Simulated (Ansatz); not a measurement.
# SiNiGe4: what a guessed cell relaxes into, part 2 of 2

Aim: relax a trial structure of SiNiGe4 and see where it ends.

Ansatz 0.2.0; DFT PBE, scalar-relativistic, plane waves, PAW. Earlier steps stand in the parts before.

### Step 4. Final relaxation

The end of the coarse run is made exact in the group found at a tolerance of 0.06 Å and reduced to its primitive cell. The moments had died out, so spin is switched off.

input.yaml reads:

```yaml
crystal:
  lattice:
    - [4.1112252667, 0.0, 0.0]
    - [0.0, 4.1112252667, 0.0]
    - [0.0, 0.0, 6.3429808965]
  atoms:
    - { symbol: Si, position: [0.5, 0.5, 0.5] }
    - { symbol: Ni, position: [0.0, 0.0, 0.0] }
    - { symbol: Ge, position: [0.5, 0.0, 0.7716028047] }
    - { symbol: Ge, position: [0.0, 0.5, 0.2283971953] }
    - { symbol: Ge, position: [0.5, 0.0, 0.2283971953] }
    - { symbol: Ge, position: [0.0, 0.5, 0.7716028047] }
basis:
  ecutwfc: 420
kpoints:
  mp_grid: { grid: [10, 10, 6] }
hamiltonian:
  xc: pbe
scf:
  occupations: { method: gaussian, width: 0.1 }
output:
  forces: true
  stress: true
  eigenvalues: true
  write_density: true
  write_potential: true
  elf: true
  volumetric_format: npy
relax:
  adjacent_minimum: "off"
  f_tol: 0.01
  max_steps: 80
  cell: { stress_tol: 0.05 }
```

On the command line:

```bash
ansatz run input.yaml --threads 1 --pin off --max-ram 2560MiB --backend cpu --events-out ev --progress --plain --runs-dir out
```

Output:

```text
Warning: RAYON_NUM_THREADS=1 ignored (pool sized by the plan → 1); use --threads N
[... 10 set-up lines as earlier in the session ...]
Crystal: 6 atoms, lattice volume = 107.210 Å³
Basis set: ecut = 420 eV, 2133 PW (Γ), exchange–correlation on 60×60×90 points (8 copies of the dense FFT grid, shifted against one another)
Bands: 47, of which v1, the nominal top of the filled ones, is band 39 counted from 1 (38 counted from 0)
[... 1 set-up line as earlier in the session ...]
Space group: P4/mmm (ITA 123), of the structure as read, at distance tolerance 4.8e-5 Å
k-points: 84 of 600
[... 7 set-up lines as earlier in the session ...]
Initial density: superposition of atomic densities (neutral atoms: chi_scale 0, normalization atom), corrected by the library's trained network
[... 2 set-up lines as earlier in the session ...]
SCF iter   1: F=—  HF=-23654.887847 eV  |F-HF|=—  |Δ(HF+E_count)|=         —  Δρ=2.44e-3  dr2=6.95e-3  ethr=1.77e-3  ⟨swp⟩=6.0  Hψ=14196  notcnv=0  defer=7
preconditioner: auto → LDOS  [metal: Δε(μ)=0.019 eV  Ē_g=19.036 eV  σ=0.100 eV  W_gap=0.10  n_scr=36 (ndim 8)  ℏωp=30.0 eV  f_vac=0.029  D(μ)=1.98/eV (n_scr^D=14)  β→1.0]
SCF iter   2: F=—  HF=-23654.889536 eV  |F-HF|=—  |Δ(HF+E_count)|=   1.69e-3  Δρ=1.94e-3  dr2=5.71e-3  ethr=8.91e-6  ⟨swp⟩=2.0  Hψ=7912  notcnv=0  defer=14
SCF iter   3: F=—  HF=-23654.888526 eV  |F-HF|=—  |Δ(HF+E_count)|=   1.01e-3  Δρ=2.26e-3  dr2=3.70e-3  ethr=7.32e-6  ⟨swp⟩=2.2  Hψ=7033  notcnv=0  defer=14
SCF iter   4: F=—  HF=-23654.888174 eV  |F-HF|=—  |Δ(HF+E_count)|=   3.52e-4  Δρ=3.89e-4  dr2=1.42e-4  ethr=4.75e-6  ⟨swp⟩=2.0  Hψ=4126  notcnv=0  defer=14
SCF iter   5: F=—  HF=-23654.888168 eV  |F-HF|=—  |Δ(HF+E_count)|=   6.01e-6  Δρ=1.66e-4  dr2=2.18e-5  ethr=1.82e-7  ⟨swp⟩=2.0  Hψ=4684  notcnv=0  defer=14
SCF iter   6: F=—  HF=-23654.888200 eV  |F-HF|=—  |Δ(HF+E_count)|=   3.27e-5  Δρ=3.69e-5  dr2=1.22e-6  ethr=2.80e-8  ⟨swp⟩=2.0  Hψ=4427  notcnv=0  defer=14
SCF iter   7: F=—  HF=-23654.888201 eV  |F-HF|=—  |Δ(HF+E_count)|=   1.38e-7  Δρ=2.06e-5  dr2=3.63e-7  ethr=1.56e-9  ⟨swp⟩=2.0  Hψ=6142  notcnv=0  defer=14
SCF iter   8: F=-23654.888201 eV  HF=-23654.888201 eV  |F-HF|=1.19e-9  |Δ(HF+E_count)|=   3.92e-8  Δρ=2.19e-6  dr2=3.84e-9  ethr=1.28e-10  ⟨swp⟩=10.3  Hψ=29881  notcnv=0
SCF 1 converged in 8 iterations: F = -23654.888201 eV  dr2 = 3.84e-9
relax step   1: F+E_penalty+E_count = -23654.88820058 eV  Δ(F+E_penalty+E_count) = +0.000e0 eV  max|allowed force component| = 2.737e-2 eV/Å  Δτ_max = 0.0000 Å  P = +0.409 GPa  Ω = 107.210 Å³  (8 SCF iters, dr2 threshold 1.00e-7 eV, accepted)
Crystal: 6 atoms, lattice volume = 107.583 Å³
Basis set: ecut = 420 eV, 2121 PW (Γ), exchange–correlation on 60×60×90 points (8 copies of the dense FFT grid, shifted against one another)
Initial density: handed on by an earlier stage of this run
Initial wavefunctions: those handed on with the density
iter 1 solved again at ethr=5.08e-6 eV; its pass at ethr=3.10e-3 eV (dr2=3.96e-3 eV) is discarded
SCF iter   1: F=—  HF=-23654.972912 eV  |F-HF|=—  |Δ(HF+E_count)|=         —  Δρ=3.00e-3  dr2=3.92e-3  ethr=5.08e-6  ⟨swp⟩=2.1  Hψ=25244  notcnv=0
preconditioner: auto → LDOS  [metal: Δε(μ)=0.013 eV  Ē_g=19.011 eV  σ=0.100 eV  W_gap=0.07  n_scr=36 (ndim 8)  ℏωp=30.0 eV  f_vac=0.030  D(μ)=1.42/eV (n_scr^D=6)  β→1.0]
SCF iter   2: F=—  HF=-23654.973395 eV  |F-HF|=—  |Δ(HF+E_count)|=   4.83e-4  Δρ=1.22e-3  dr2=1.29e-3  ethr=5.03e-6  ⟨swp⟩=2.0  Hψ=7231  notcnv=0
SCF iter   3: F=—  HF=-23654.973288 eV  |F-HF|=—  |Δ(HF+E_count)|=   1.07e-4  Δρ=1.34e-3  dr2=1.42e-3  ethr=1.66e-6  ⟨swp⟩=2.0  Hψ=7243  notcnv=0
SCF iter   4: F=—  HF=-23654.973096 eV  |F-HF|=—  |Δ(HF+E_count)|=   1.93e-4  Δρ=2.53e-4  dr2=1.31e-4  ethr=1.66e-6  ⟨swp⟩=2.0  Hψ=4465  notcnv=0
SCF iter   5: F=—  HF=-23654.973153 eV  |F-HF|=—  |Δ(HF+E_count)|=   5.70e-5  Δρ=9.46e-5  dr2=6.56e-6  ethr=1.68e-7  ⟨swp⟩=2.0  Hψ=4830  notcnv=0
SCF iter   6: F=-23654.973151 eV  HF=-23654.973152 eV  |F-HF|=4.82e-7  |Δ(HF+E_count)|=   8.73e-7  Δρ=2.87e-5  dr2=5.87e-7  ethr=7.69e-10  ⟨swp⟩=9.4  Hψ=34080  notcnv=0
the search or the solves at the SCF's close seem to have found levels that the self-consistency loop had missed (the run counts 1). By its estimate they hold under 1e-12 electrons; where the run keeps them, the occupations were computed again with them
SCF 2 converged in 6 iterations: F = -23654.973151 eV  dr2 = 5.87e-7
relax step   2: F+E_penalty+E_count = -23654.97315121 eV  Δ(F+E_penalty+E_count) = -8.495e-2 eV  max|allowed force component| = 3.305e-2 eV/Å  Δτ_max = 0.0042 Å  P = +0.125 GPa  Ω = 107.583 Å³  energy of the carried Pulay correction = -8.232e-5 eV  (6 SCF iters, dr2 threshold 6.00e-7 eV, accepted)
Crystal: 6 atoms, lattice volume = 107.608 Å³
Basis set: ecut = 420 eV, 2105 PW (Γ), exchange–correlation on 60×60×90 points (8 copies of the dense FFT grid, shifted against one another)
iter 1 solved again at ethr=9.61e-8 eV; its pass at ethr=3.10e-3 eV (dr2=7.50e-5 eV) is discarded
SCF iter   1: F=—  HF=-23654.973499 eV  |F-HF|=—  |Δ(HF+E_count)|=         —  Δρ=3.97e-4  dr2=8.15e-5  ethr=9.61e-8  ⟨swp⟩=3.0  Hψ=21134  notcnv=0
preconditioner: auto → LDOS  [metal: Δε(μ)=0.020 eV  Ē_g=18.999 eV  σ=0.100 eV  W_gap=0.11  n_scr=36 (ndim 8)  ℏωp=29.9 eV  f_vac=0.031  D(μ)=1.44/eV (n_scr^D=6)  β→1.0]
SCF iter   2: F=—  HF=-23654.973597 eV  |F-HF|=—  |Δ(HF+E_count)|=   9.80e-5  Δρ=1.18e-4  dr2=1.17e-5  ethr=9.61e-8  ⟨swp⟩=2.0  Hψ=7181  notcnv=0
SCF iter   3: F=—  HF=-23654.973594 eV  |F-HF|=—  |Δ(HF+E_count)|=   2.48e-6  Δρ=9.35e-5  dr2=1.09e-5  ethr=1.50e-8  ⟨swp⟩=2.0  Hψ=7242  notcnv=0
SCF iter   4: F=—  HF=-23654.973593 eV  |F-HF|=—  |Δ(HF+E_count)|=   9.90e-7  Δρ=2.43e-5  dr2=9.80e-7  ethr=1.40e-8  ⟨swp⟩=1.1  Hψ=3956  notcnv=0
SCF iter   5: F=—  HF=-23654.973593 eV  |F-HF|=—  |Δ(HF+E_count)|=   2.49e-7  Δρ=1.51e-5  dr2=1.49e-7  ethr=1.26e-9  ⟨swp⟩=2.1  Hψ=5708  notcnv=0
SCF iter   6: F=-23654.973593 eV  HF=-23654.973593 eV  |F-HF|=2.07e-9  |Δ(HF+E_count)|=   1.88e-8  Δρ=2.66e-6  dr2=5.48e-9  ethr=1.77e-10  ⟨swp⟩=9.4  Hψ=29360  notcnv=0
SCF 3 converged in 6 iterations: F = -23654.973593 eV  dr2 = 5.48e-9
relax step   3: F+E_penalty+E_count = -23654.97359281 eV  Δ(F+E_penalty+E_count) = -4.416e-4 eV  max|allowed force component| = 1.007e-2 eV/Å  Δτ_max = 0.0054 Å  P = +0.066 GPa  Ω = 107.608 Å³  energy of the carried Pulay correction = -8.794e-5 eV  (6 SCF iters, dr2 threshold 1.38e-7 eV, accepted)
Crystal: 6 atoms, lattice volume = 107.688 Å³
iter 1 solved again at ethr=2.94e-8 eV; its pass at ethr=3.10e-3 eV (dr2=2.29e-5 eV) is discarded
SCF iter   1: F=—  HF=-23654.973602 eV  |F-HF|=—  |Δ(HF+E_count)|=         —  Δρ=1.68e-4  dr2=2.43e-5  ethr=2.94e-8  ⟨swp⟩=3.0  Hψ=20579  notcnv=0
preconditioner: auto → LDOS  [metal: Δε(μ)=0.026 eV  Ē_g=18.998 eV  σ=0.100 eV  W_gap=0.14  n_scr=36 (ndim 8)  ℏωp=29.9 eV  f_vac=0.031  D(μ)=1.43/eV (n_scr^D=6)  β→1.0]
SCF iter   2: F=—  HF=-23654.973699 eV  |F-HF|=—  |Δ(HF+E_count)|=   9.75e-5  Δρ=1.50e-4  dr2=2.04e-5  ethr=2.94e-8  ⟨swp⟩=2.0  Hψ=5016  notcnv=0
SCF iter   3: F=—  HF=-23654.973698 eV  |F-HF|=—  |Δ(HF+E_count)|=   1.22e-6  Δρ=9.05e-5  dr2=6.22e-6  ethr=2.61e-8  ⟨swp⟩=2.0  Hψ=4593  notcnv=0
SCF iter   4: F=—  HF=-23654.973698 eV  |F-HF|=—  |Δ(HF+E_count)|=   4.86e-7  Δρ=1.19e-5  dr2=2.57e-7  ethr=7.97e-9  ⟨swp⟩=2.0  Hψ=4327  notcnv=0
SCF iter   5: F=-23654.973698 eV  HF=-23654.973698 eV  |F-HF|=9.86e-9  |Δ(HF+E_count)|=   4.21e-8  Δρ=3.92e-6  dr2=1.22e-8  ethr=1.08e-10  ⟨swp⟩=9.5  Hψ=29315  notcnv=0
SCF 4 converged in 5 iterations: F = -23654.973698 eV  dr2 = 1.22e-8
relax step   4: F+E_penalty+E_count = -23654.97369761 eV  Δ(F+E_penalty+E_count) = -1.048e-4 eV  max|allowed force component| = 7.213e-4 eV/Å  Δτ_max = 0.0014 Å  P = +0.012 GPa  Ω = 107.688 Å³  energy of the carried Pulay correction = -1.055e-4 eV  (5 SCF iters, dr2 threshold 8.41e-8 eV, accepted)
Initial wavefunctions: pseudopotential atomic-orbital guess (no wavefunctions were taken with the density)
iter 1 solved again at ethr=2.04e-7 eV; its pass at ethr=3.10e-3 eV (dr2=1.59e-4 eV) is discarded
SCF iter   1: F=—  HF=-23654.964631 eV  |F-HF|=—  |Δ(HF+E_count)|=         —  Δρ=9.10e-4  dr2=2.31e-5  ethr=2.04e-7  ⟨swp⟩=3.1  Hψ=23129  notcnv=0
preconditioner: auto → LDOS  [metal: Δε(μ)=0.026 eV  Ē_g=18.999 eV  σ=0.100 eV  W_gap=0.14  n_scr=36 (ndim 8)  ℏωp=29.9 eV  f_vac=0.031  D(μ)=1.43/eV (n_scr^D=6)  β→1.0]
SCF iter   2: F=—  HF=-23654.973913 eV  |F-HF|=—  |Δ(HF+E_count)|=   9.28e-3  Δρ=1.80e-4  dr2=3.69e-5  ethr=2.96e-8  ⟨swp⟩=2.6  Hψ=5375  notcnv=0
SCF iter   3: F=—  HF=-23654.973909 eV  |F-HF|=—  |Δ(HF+E_count)|=   3.45e-6  Δρ=1.44e-4  dr2=1.56e-5  ethr=2.96e-8  ⟨swp⟩=2.0  Hψ=4804  notcnv=0
SCF iter   4: F=—  HF=-23654.973910 eV  |F-HF|=—  |Δ(HF+E_count)|=   3.32e-7  Δρ=2.05e-5  dr2=4.42e-7  ethr=2.00e-8  ⟨swp⟩=2.0  Hψ=4458  notcnv=0
SCF iter   5: F=—  HF=-23654.973911 eV  |F-HF|=—  |Δ(HF+E_count)|=   1.18e-6  Δρ=2.32e-5  dr2=4.00e-7  ethr=5.66e-10  ⟨swp⟩=2.0  Hψ=7161  notcnv=0
SCF iter   6: F=—  HF=-23654.973911 eV  |F-HF|=—  |Δ(HF+E_count)|=   4.45e-7  Δρ=1.81e-5  dr2=2.06e-7  ethr=5.13e-10  ⟨swp⟩=1.0  Hψ=3951  notcnv=0
SCF iter   7: F=—  HF=-23654.973912 eV  |F-HF|=—  |Δ(HF+E_count)|=   3.73e-7  Δρ=4.93e-6  dr2=1.54e-8  ethr=2.64e-10  ⟨swp⟩=2.0  Hψ=4315  notcnv=0
SCF iter   8: F=—  HF=-23654.973912 eV  |F-HF|=—  |Δ(HF+E_count)|=   4.07e-8  Δρ=5.20e-7  dr2=2.40e-10  ethr=1.97e-11  ⟨swp⟩=2.0  Hψ=4762  notcnv=0
SCF iter   9: F=-23654.973912 eV  HF=-23654.973912 eV  |F-HF|=6.55e-11  |Δ(HF+E_count)|=   1.55e-9  Δρ=1.30e-7  dr2=1.17e-11  ethr=1.00e-12  ⟨swp⟩=6.1  Hψ=18624  notcnv=0
SCF 5 converged in 9 iterations: F = -23654.973912 eV  dr2 = 1.17e-11
relax step   5: F+E_penalty+E_count = -23654.97391160 eV  Δ(F+E_penalty+E_count) = -2.140e-4 eV  max|allowed force component| = 8.278e-4 eV/Å  Δτ_max = 0.0000 Å  P = +0.018 GPa  Ω = 107.688 Å³  stress off target by 2.36e-2 GPa  SCF on the basis re-selected at this cell (its energy is not comparable with the rows above)  (9 SCF iters)
basis re-selected at this cell: Δ(F+E_penalty+E_count) = -2.140e-4 eV, ΔP = +0.006 GPa vs the last step (what re-selecting the basis moved, of the pressure what is left beyond the Pulay correction that the steps carried, after the strain that the cell walked since its last selection, with what the two solves' SCF thresholds leave and, on support functions, any second-order correction that the steps lacked; it is no measure of the basis error at this ecutwfc). This SCF's stress stands 2.36e-2 GPa from its target on what of the cell is left free (relax.cell.stress_tol is 5.00e-2 GPa) and its largest allowed force component is 8.28e-4 eV/Å (relax.f_tol is 1.00e-2 eV/Å): within both
SCF converged after 9 iterations
Free energy (F): -23654.973912 eV
Harris-Foulkes:  -23654.973912 eV  (|F-HF|=6.55e-11)
Internal energy: -23654.966753 eV  (E = F + TS)
E sigma→0 (E₀):  -23654.970332 eV
Entropy (-TS):   -0.007159 eV (-1.193 meV/atom)
Fermi energy:    10.890071 eV
--- Per-component energies (eV) ---
  E_band       = -870.854901
  E_kinetic    = 767.092492
  E_local      = -14630.074290  (includes V_loc(G=0)·N_el)
  E_nonlocal   = 2327.333478
  E_hartree    = 6422.528132
  E_xc         = -443.110275
  E_vxc        = -415.348760  (∫ρ·V_xc dr)
  E_paw        = -10213.891646  (= ΣΔE_a)
  E_vpaw       = -1764.916186  (= ΣTr[D̂ρ^β])
  E_aug_tail   = 0.001743  (compensation charges beyond the density's cutoff)
  E_ewald      = -7884.846388
  E_smearing   = -0.007159  (= −TS)
  E_closure    = -0.000000  (closes the sum)
  Σ components = -23654.973912   (vs F -23654.973912, Δ=0.00e0)
--- Forces (eV/Å), atoms counted from 1 ---
  atom   1  Si    -0.00000000     0.00000000     0.00000000
  atom   2  Ni     0.00000000    -0.00000000     0.00000000
  atom   3  Ge     0.00000000     0.00000000     0.00082779
  atom   4  Ge     0.00000000     0.00000000    -0.00082779
  atom   5  Ge     0.00000000     0.00000000    -0.00082779
  atom   6  Ge     0.00000000     0.00000000     0.00082779
  max |Σ_I F_I| component: 4.34e-19 eV/Å
--- Stress (GPa, compression-positive) ---
        0.023595       0.000000       0.000000
        0.000000       0.023595       0.000000
        0.000000       0.000000       0.007473
  P = ⅓ Tr σ = 0.0182 GPa (0.182 kbar)
--- Band table (eV; the first three rows and the last of 84) ---
  k-point 0: bands = ["-92.6830", "-53.1238", "-53.1238", "-53.0207", "-13.9328", "-13.9234", "-13.9166", "-13.8942", "-13.8902", "-13.8902", "-13.8809", "-13.8783", "-13.8503", "-13.8503", "-13.8363", "-13.8363", "-13.8261", "-13.8132", "-13.8118", "-13.8024", "-13.8024", "-13.7746", "-13.7724", "-13.7540", "-2.1078", "0.9458", "2.8845", "3.6753", "6.6809", "6.6809", "7.0981", "7.5029", "7.5029", "8.1541", "8.3347", "8.6496", "10.8755", "10.8755", "10.9141", "11.2116", "11.3877", "11.5982", "11.5982", "14.3310", "15.1965", "15.3213", "15.3213"]
  k-point 1: bands = ["-92.6830", "-53.1238", "-53.1238", "-53.0207", "-13.9300", "-13.9232", "-13.9169", "-13.8949", "-13.8884", "-13.8884", "-13.8794", "-13.8748", "-13.8521", "-13.8521", "-13.8351", "-13.8351", "-13.8266", "-13.8169", "-13.8110", "-13.8035", "-13.8035", "-13.7746", "-13.7724", "-13.7578", "-2.0013", "0.4029", "3.6129", "3.7492", "6.5405", "6.7119", "6.7119", "7.5558", "7.5558", "8.2897", "8.6499", "8.7000", "10.1392", "10.1392", "10.2259", "11.3127", "11.6288", "12.4555", "12.4555", "14.3121", "15.0148", "15.4821", "15.4821"]
  k-point 2: bands = ["-92.6830", "-53.1238", "-53.1238", "-53.0207", "-13.9242", "-13.9226", "-13.9174", "-13.8964", "-13.8841", "-13.8841", "-13.8752", "-13.8669", "-13.8564", "-13.8564", "-13.8325", "-13.8325", "-13.8281", "-13.8253", "-13.8087", "-13.8062", "-13.8062", "-13.7744", "-13.7726", "-13.7666", "-1.6843", "-0.4316", "3.9352", "4.9836", "5.8448", "6.7708", "6.7708", "7.7161", "7.7161", "7.8757", "8.6505", "9.2159", "9.2705", "9.3516", "9.3516", "11.4651", "12.4573", "13.3851", "13.5857", "13.5857", "15.4589", "15.4589", "15.6614"]
  k-point 83: bands = ["-92.6830", "-53.1239", "-53.1239", "-53.0207", "-13.9080", "-13.9080", "-13.8977", "-13.8794", "-13.8794", "-13.8769", "-13.8612", "-13.8548", "-13.8504", "-13.8504", "-13.8489", "-13.8489", "-13.8354", "-13.8292", "-13.8201", "-13.8152", "-13.8152", "-13.7942", "-13.7780", "-13.7780", "1.8486", "1.8486", "2.1513", "2.1552", "2.1552", "4.7639", "5.0299", "6.4879", "8.1522", "8.1522", "8.3451", "8.7806", "8.8382", "10.3471", "10.3471", "11.8035", "11.8035", "11.8902", "13.7003", "15.4770", "16.2864", "16.6771", "17.2876"]
--- Relaxed structure (4 steps of the walk, 4 accepted, 1 SCFs on fresh bases) ---
  F+E_penalty+E_count = -23654.97391160 eV   max|allowed force component| = 8.278e-4 eV/Å   (the final SCF, on the basis selected at the relaxed cell)
  cell:  # Å, volume = 107.6880 Å³
    - [4.207820291597299, 8.333672833441095e-35, 0.0]
    - [-5.833570983408766e-34, 4.207820291597299, 0.0]
    - [0.0, 0.0, 6.082092602363564]
  atoms:
    - { symbol: Si, position: [0.5, 0.5, 0.5] }
    - { symbol: Ni, position: [-9.405726919870015e-35, -3.1161807653622526e-35, -2.848823999779445e-20] }
    - { symbol: Ge, position: [0.5, -3.1299050750702343e-35, 0.7703080460181588] }
    - { symbol: Ge, position: [-1.2180782342823884e-33, 0.5, 0.22969195398184122] }
    - { symbol: Ge, position: [0.5, -3.1116059954595925e-35, 0.22969195398184122] }
    - { symbol: Ge, position: [-1.2178952434862818e-33, 0.5, 0.7703080460181588] }
```

Wall time 2.8 min (1 thread of Arm Neoverse V1, shared host); peak memory 0.6 GiB.

Relaxation path:

```csv
step,energy from step 1 (eV/cell),largest force component (eV/Å),pressure (GPa),volume (Å³)
1,0.0000,0.0274,0.41,107.21
2,-0.0849,0.0330,0.13,107.58
3,-0.0854,0.0101,0.07,107.61
4,-0.0855,0.0007,0.01,107.69
5,-0.0857,0.0008,0.02,107.69
```

Step 1 is the start. Step 5 repeats the geometry before it on a plane-wave basis chosen anew for that cell, so its energy need not be comparable with the rows above.

|  | before | after | change |
| --- | --- | --- | --- |
| a (Å) | 4.111 | 4.208 | +2.3 % |
| b (Å) | 4.111 | 4.208 | +2.3 % |
| c (Å) | 6.343 | 6.082 | -4.1 % |
| volume (Å³/atom) | 17.87 | 17.95 | +0.4 % |
| shortest distance (Å) | 2.515 | 2.525 | +0.4 % |
| space group (0.01 Å) | P4/mmm | P4/mmm | same |

Forces and stress were held to the start's 16 operations: a distortion of lower symmetry was not tested.

Density in a lattice plane of the grid's cell (edges 4.21 and 6.08 Å, at 0.500 of the third edge), which holds Si and Ge.

Ten even steps from ' ' (0.03 e/Å³) to '@' (43.97 e/Å³):
```
                                
                                
..                              
%%==                          ==
@@==                          ==
::..                          ..
                                
                                
                                
                                
                                
                                
                                
::..                          ..
@@==                          ==
%%==                          ==
..                              
                                
                                
                                
```
Columns run along the first of these edges and rows up along the second, over one cell in 16 and 20 even steps from the bottom left corner. Atoms in the plane (fractional): Si at (0.50, 0.50), Ge at (1.00, 0.23), Ge at (1.00, 0.77).

ELF in the same plane.

Ten even steps from '0' (0.03) to '9' (0.75):
```
5543210000012345
4444310000013444
1234421000124432
0024432111234420
0024553333355420
0145666666666541
4556888888888655
5567999757999765
4457997444799754
2346885575588643
4457997444799754
5567999757999765
4556888888888655
0145666666666541
0024553333355420
0024432111234420
1234421000124432
4444310000013444
5543210000012345
5543100000001345
```
Columns run along the first of these edges and rows up along the second, over one cell in 16 and 20 even steps from the bottom left corner. Atoms in the plane (fractional): Si at (0.50, 0.50), Ge at (1.00, 0.23), Ge at (1.00, 0.77).

Both are smooth fields of the valence electrons: close to the nuclei they are not physical.

Maxima of ELF outside the ion cores: 0.76 on the Si–Ge line, 0.9 Å from Si; 0.49 on the Ge–Ni line, 1.1 Å from Ge; 0.49 beside Ge, off the lines to its neighbours, 1.2 Å from Ge.

### Step 5. Changed: ecutrho_ratio 9, dr2_threshold 1.0e-09

input.yaml reads:

```yaml
crystal:
  lattice:
    - [4.2078202916, 0.0, 0.0]
    - [0.0, 4.2078202916, 0.0]
    - [0.0, 0.0, 6.0820926024]
  atoms:
    - { symbol: Si, position: [0.5, 0.5, 0.5] }
    - { symbol: Ni, position: [0.0, 0.0, 0.0] }
    - { symbol: Ge, position: [0.5, 0.0, 0.770308046] }
    - { symbol: Ge, position: [0.0, 0.5, 0.229691954] }
    - { symbol: Ge, position: [0.5, 0.0, 0.229691954] }
    - { symbol: Ge, position: [0.0, 0.5, 0.770308046] }
basis:
  ecutwfc: 420
  ecutrho_ratio: 9
kpoints:
  mp_grid: { grid: [10, 10, 6] }
hamiltonian:
  xc: pbe
scf:
  occupations: { method: gaussian, width: 0.1 }
  convergence: { dr2_threshold: 1.0e-09 }
output:
  forces: true
  eigenvalues: true
  stress: true
```

On the command line:

```bash
ansatz run input.yaml --threads 1 --pin off --max-ram 2560MiB --backend cpu --events-out ev --progress --plain --runs-dir out
```

Output (excerpt; [...] marks lines left out):

```text
Warning: output.stress: scf.convergence.dr2_threshold = 1e-9 eV is looser than the 6e-10 eV advised for a printed stress (1e-10 eV for each atom of the cell: 6). What an SCF threshold leaves in a stress goes as its square root, and in the free energy as the threshold itself, and one [...]
Warning: RAYON_NUM_THREADS=1 ignored (pool sized by the plan → 1); use --threads N
[...]
[... 3 set-up lines as earlier in the session ...]
[...]
Fermi energy:    10.890072 eV
[...]
--- Forces (eV/Å), atoms counted from 1 ---
  atom   1  Si    -0.00000000     0.00000000     0.00000000
  atom   2  Ni    -0.00000000     0.00000000     0.00000000
  atom   3  Ge     0.00000000     0.00000000     0.00081267
  atom   4  Ge     0.00000000     0.00000000    -0.00081267
  atom   5  Ge     0.00000000     0.00000000    -0.00081267
  atom   6  Ge     0.00000000     0.00000000     0.00081267
[...]
--- Stress (GPa, compression-positive) ---
        0.023563       0.000000       0.000000
        0.000000       0.023563       0.000000
        0.000000       0.000000       0.007515
  P = ⅓ Tr σ = 0.0182 GPa (0.182 kbar)
--- Band table (eV; the first three rows and the last of 84) ---
[...]
```

Wall time 33 s (1 thread of Arm Neoverse V1, shared host); peak memory 0.67 GiB.

```tsv
run	ending	energy change	pressure (GPa)	gap (eV)	force (eV/Å)	cycles	time
step 4	converged	0	0.0	0.00	0.00	-	2.8 min
variant	converged	0.0 meV/atom	0.0	0.00	0.00	10	33 s
```

Changing the numerical grids and convergence setting leaves the energy as it was (0.0 meV/atom).

### Step 6. Summary of results

The summary covers parts 1 to 2. Changes of volume or cell count from the first structure of part 1.

| quantity | value |
| --- | --- |
| symmetry at the end (tolerance 0.05 Å) | space group P4/mmm (No. 123) |
| conventional cell | a = 4.208 Å, b = 4.208 Å, c = 6.082 Å, α = 90.00°, β = 90.00°, γ = 90.00° |
| volume | 17.95 Å³/atom |
| energy over the elements | +0.08 eV/atom |
| gap on the mesh | none (metal) |

What this shows: The space group P4/mmm (No. 123) is kept, and the volume per atom grows by 19.7 % from the first guess. With a positive formation energy it can't be a ground state. No finished test with a distortion of lower symmetry is shown, so the end may be a saddle point. A spin-polarised run here lost its starting moments, which speaks against magnetism, though one start doesn't rule it out. Other magnetic orders were not searched.
